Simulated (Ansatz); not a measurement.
# C2H8B2: small, medium and large basis sets

Aim: see how fast density functionals converge with the basis set for C2H8B2.

Method: one geometry, several basis sets; program: Ansatz 0.2.0, Gaussian basis.

Plan: PBE0-D4/def2-SVP; ωB97M-V/def2-SVP; PBE0-D4/def2-QZVPP; ωB97M-V/def2-QZVPP; the functionals' def2-TZVPP values are taken from earlier runs.

**1. The relaxed structure**

An earlier PBE0-D4/def2-TZVP relaxation fixed the geometry.

12 atoms, charge 0, spin multiplicity 1.

Atoms are counted from 1 here; the program's logs count them from 0.

Bond lengths: B1–B2 1.639 Å, B1–H5 1.201 Å, B1–H6 1.201 Å, B2–C3 1.563 Å, B2–H7 1.210 Å, C3–C4 1.523 Å, C3–H8 1.101 Å, C3–H9 1.101 Å, C4–H10 1.093 Å, C4–H11 1.093 Å, C4–H12 1.093 Å. Angles: B2–B1–H5 122.3°, B2–B1–H6 122.2°, H5–B1–H6 115.5°, B1–B2–C3 129.0°, B1–B2–H7 115.1°, C3–B2–H7 115.9°, B2–C3–C4 118.3°, B2–C3–H8 106.5°, B2–C3–H9 106.4°, C4–C3–H8 110.8°, C4–C3–H9 110.8°, H8–C3–H9 102.7°, C3–C4–H10 111.1°, C3–C4–H11 112.2°, C3–C4–H12 111.1°, H10–C4–H11 107.4°, H10–C4–H12 107.3°, H11–C4–H12 107.4°.

Coordinates:

```mol
C2H8B2
  3D, bonds by distance, orders not assigned

 12 11  0  0  0  0  0  0  0  0999 V2000
   -0.8420    1.7731   -0.2202 B   0  0
    0.2259    0.9048    0.6706 B   0  0
    0.6518   -0.5909    0.5122 C   0  0
    0.0181   -1.4073   -0.6067 C   0  0
   -0.5052    2.4147   -1.1782 H   0  0
   -2.0038    1.8548    0.0733 H   0  0
    0.7544    1.5116    1.5745 H   0  0
    0.4833   -1.0689    1.4893 H   0  0
    1.7491   -0.5950    0.4266 H   0  0
    0.2282   -0.9655   -1.5844 H   0  0
    0.3859   -2.4364   -0.6267 H   0  0
   -1.0687   -1.4502   -0.4963 H   0  0
  1  2  8  0
  2  3  8  0
  3  4  8  0
  1  5  8  0
  1  6  8  0
  2  7  8  0
  3  8  8  0
  3  9  8  0
  4 10  8  0
  4 11  8  0
  4 12  8  0
M  END
```

**2. PBE0-D4 in def2-SVP**

The input, in.yaml:

```yaml
crystal:
  periodic: [false, false, false]
  atoms:
    - {symbol: B, position_ang: [-0.841987, 1.773120, -0.220239]}
    - {symbol: B, position_ang: [0.225867, 0.904805, 0.670602]}
    - {symbol: C, position_ang: [0.651759, -0.590944, 0.512188]}
    - {symbol: C, position_ang: [0.018120, -1.407297, -0.606738]}
    - {symbol: H, position_ang: [-0.505250, 2.414694, -1.178184]}
    - {symbol: H, position_ang: [-2.003844, 1.854754, 0.073321]}
    - {symbol: H, position_ang: [0.754449, 1.511631, 1.574511]}
    - {symbol: H, position_ang: [0.483342, -1.068868, 1.489278]}
    - {symbol: H, position_ang: [1.749135, -0.594996, 0.426611]}
    - {symbol: H, position_ang: [0.228194, -0.965516, -1.584417]}
    - {symbol: H, position_ang: [0.385891, -2.436430, -0.626733]}
    - {symbol: H, position_ang: [-1.068677, -1.450152, -0.496298]}
basis:
  gaussian: {orbitals: def2-SVP}
hamiltonian: {xc: pbe0, dispersion: d4}
output: {orbitals: {seedname: orbitals}}
```

On the command line:

```bash
$ ansatz run in.yaml --threads 2 --pin off --events-out ev --progress --plain --max-ram 4352MiB
```

The runs that follow: ωB97M-V in def2-SVP; PBE0-D4 in def2-QZVPP; ωB97M-V in def2-QZVPP.

Before running them: what should the planned runs give, taken together? Wanted: PBE0-D4: double and triple zeta above quadruple; ωB97M-V: double and triple zeta above quadruple.

The runs gave:

```
                                       quantity          value
PBE0-D4: double and triple zeta above quadruple  4.06, 0.22 eV
ωB97M-V: double and triple zeta above quadruple  4.36, 0.21 eV
```

**Reading.** For PBE0-D4 the step from double to triple zeta gains 3.84 eV and the next only 0.22 eV. Total energies overstate the basis error of differences, where much of it tends to cancel.
